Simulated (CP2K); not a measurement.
Runs of CP2K 2026.2 on NbCu. Symmetry: Fm-3m, No. 225, cubic system. Conventional cell: a = 5.124 Å, b = 5.124 Å, c = 5.124 Å, α = 90.00°, β = 90.00°, γ = 90.00°. Around Nb (site symmetry m-3m) lie 6 Cu at 2.56 Å. Cu (site symmetry m-3m) has 6 Nb at 2.56 Å as nearest neighbours. The cell was built by a generator and needn't be a form met in nature.

```csv
task,level,potentials or basis,smearing,EPS_DEFAULT,NGRIDS,points a segment of the path (NPOINTS),bands added on the path,CUTOFF of the grids,gap on the mesh (eV),pressure (GPa)
band structure,r2SCAN,"POTENTIAL_UZH Nb GTH-SCAN-q13, Cu GTH-SCAN-q11; TZVP-MOLOPT-SCAN-GTH basis",fermi-dirac 0.01 eV,1.0E-9,4,8,6,675 Ry,none,(b)
single point,BLYP+D3(BJ)+ATM,"GTH_POTENTIALS Nb GTH-PBE-q13, Cu GTH-BLYP-q11; TZVP-MOLOPT-PBE-GTH basis",fermi-dirac 0.05 eV,1.0E-9,5,-,-,450 Ry,none,(a)
band structure,PBE,"POTENTIAL_UZH Nb GTH-PBE-q13, Cu GTH-PBE-q11; TZVP-MOLOPT-PBE-GTH basis",fermi-dirac 0.1 eV,1.0E-9,4,6,4,450 Ry,none,1.5
band structure,PBE,"POTENTIAL_UZH Nb GTH-PBE-q13, Cu GTH-PBE-q11; TZVP-MOLOPT-PBE-GTH basis",fermi-dirac 0.0259 eV,1.0E-9,4,6,6,450 Ry,none,1.3
single point,BLYP+D3,"GTH_POTENTIALS Nb GTH-PBE-q13, Cu GTH-BLYP-q11; TZVP-MOLOPT-PBE-GTH basis",fermi-dirac 0.05 eV,1.0E-9,5,-,-,450 Ry,none,-2.9
band structure,LDA,"GTH_POTENTIALS Nb GTH-PADE-q13, Cu GTH-PADE-q11; TZVP-MOLOPT-PBE-GTH basis",fermi-dirac 0.01 eV,1.0E-9,5,6,4,450 Ry,none,-8.9
single point,BLYP+D4,"GTH_POTENTIALS Nb GTH-PBE-q13, Cu GTH-BLYP-q11; TZVP-MOLOPT-PBE-GTH basis",fermi-dirac 0.05 eV,1.0E-9,5,-,-,450 Ry,none,0.3
```

Alike in all rows: no spin polarisation; cell as given; k mesh 9 × 9 × 9.

**Question.** Estimate the missing entries.

**Answer.** (a) -5.6; (b) -3.1.

Caveats: the basis of atomic orbitals isn't converged, which shifts pressures, moduli and gaps; the potentials were made for another functional, which shifts forces and pressure (some runs); pairwise dispersion overbinds metals, which lowers pressure and volume (some runs).

A k mesh can miss the band edges, and the runs leave out spin-orbit coupling on Nb.

A gap of «none» marks a metal or a gap under the smearing width.

Not every run made on this cell is shown here.
